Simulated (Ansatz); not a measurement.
**C2H9BO: a ladder of functionals and wavefunction methods**

An exercise on one series of results from a longer session: the logs are not shown, and one member is left open.

The runs use Ansatz 0.2.0, Gaussian basis; functionals in def2-TZVPP, the program's frozen cores in correlated methods.

Plan: LDA (SPW92), PBE-D4, revPBE-D4, BLYP-D4, r2SCAN-D4, B97M-V, PBE0-D4, B3LYP-D4, r2SCANh-D4, r2SCAN0-D4, HSE06-D4, BHLYP-D4, CAM-B3LYP-D4, LC-ωPBE, ωB97X-V, ωB97M-V, B2PLYP, PBE-QIDH; CCSD(T)/def2-SVP; CCSD(T)/def2-TZVPP; CCSD(T)/def2-QZVPP; extrapolation to the limit; RPA on PBE.

## The geometry

All runs share one geometry, relaxed beforehand with PBE0-D4 in a triple-zeta def2 set.

SMILES `C[BH-](C)[OH2+]`, 13 atoms, charge 0, spin multiplicity 1.

Atoms are counted from 1 here; the program's logs count them from 0.

Bond lengths: C1–B2 1.592 Å, C1–H5 1.094 Å, C1–H6 1.099 Å, C1–H7 1.096 Å, B2–C3 1.598 Å, B2–O4 1.760 Å, B2–H8 1.212 Å, C3–H9 1.096 Å, C3–H10 1.097 Å, C3–H11 1.098 Å, O4–H12 0.965 Å, O4–H13 0.964 Å. Angles: B2–C1–H5 113.5°, B2–C1–H6 113.5°, B2–C1–H7 109.0°, H5–C1–H6 108.0°, H5–C1–H7 106.6°, H6–C1–H7 105.8°, C1–B2–C3 117.3°, C1–B2–O4 102.3°, C1–B2–H8 115.9°, C3–B2–O4 103.9°, C3–B2–H8 115.0°, O4–B2–H8 98.4°, B2–C3–H9 108.8°, B2–C3–H10 114.3°, B2–C3–H11 113.6°, H9–C3–H10 105.7°, H9–C3–H11 106.0°, H10–C3–H11 107.8° and more.

Set-up of the first run:

The input, in.yaml:

```yaml
crystal:
  periodic: [false, false, false]
  atoms:
    - {symbol: C, position_ang: [-0.909604, 0.756211, -0.969591]}
    - {symbol: B, position_ang: [-0.067674, -0.421102, -0.307791]}
    - {symbol: C, position_ang: [1.413594, -0.076096, 0.183509]}
    - {symbol: O, position_ang: [-0.949433, -0.719913, 1.185489]}
    - {symbol: H, position_ang: [-1.957939, 0.497244, -1.144761]}
    - {symbol: H, position_ang: [-0.883176, 1.691151, -0.393098]}
    - {symbol: H, position_ang: [-0.478784, 0.995843, -1.947945]}
    - {symbol: H, position_ang: [-0.198789, -1.515423, -0.812785]}
    - {symbol: H, position_ang: [2.051261, 0.075163, -0.694746]}
    - {symbol: H, position_ang: [1.893634, -0.873009, 0.764835]}
    - {symbol: H, position_ang: [1.478286, 0.851838, 0.767714]}
    - {symbol: H, position_ang: [-0.914494, 0.091136, 1.707778]}
    - {symbol: H, position_ang: [-0.456482, -1.387845, 1.676292]}
basis:
  gaussian: {orbitals: def2-TZVPP}
hamiltonian: {xc: lda}
output: {orbitals: {seedname: orbitals}}
```

Launch:

```console
ansatz run in.yaml --threads 2 --pin off --events-out ev --progress --plain --max-ram 32768MiB --backend cpu
```

Steps of the session up to this table: LDA; PBE-D4 (GGA); revPBE-D4 (GGA); BLYP-D4 (GGA); r2SCAN-D4 (meta-GGA); B97M-V (meta-GGA); B3LYP-D4 (hybrid); r2SCANh-D4 (hybrid); r2SCAN0-D4 (hybrid); HSE06-D4 (hybrid); BHLYP-D4 (hybrid); CAM-B3LYP-D4 (range-separated); LC-ωPBE (range-separated); ωB97X-V (range-separated); ωB97M-V (range-separated); B2PLYP (double hybrid); PBE-QIDH (double hybrid).

One table of the session follows, with a row left open; its other results are not shown here.

It belongs to the step «Orbital energies across the functionals». 

```
  functional  HOMO (eV)  gap (eV)
 LDA (SPW92)      -6.42      5.26
      PBE-D4          ?         ?
   revPBE-D4      -6.35      5.41
     BLYP-D4      -6.34      5.26
   r2SCAN-D4      -6.67      6.37
      B97M-V      -6.76      6.00
     PBE0-D4      -7.74      7.63
    B3LYP-D4      -7.58      7.07
  r2SCANh-D4      -7.17      7.14
  r2SCAN0-D4      -7.93      8.29
    HSE06-D4      -7.33      6.86
    BHLYP-D4      -9.10      9.64
CAM-B3LYP-D4      -9.21      9.87
     LC-ωPBE     -10.54     12.59
     ωB97X-V     -10.22     12.04
     ωB97M-V     -10.07     11.45
```

**Question.** Estimate the row for PBE-D4.

**Answer.** HOMO (eV): -6.38; gap (eV): 5.36. In the column «HOMO (eV)» it lies between LDA (SPW92) (-6.42) and revPBE-D4 (-6.35).
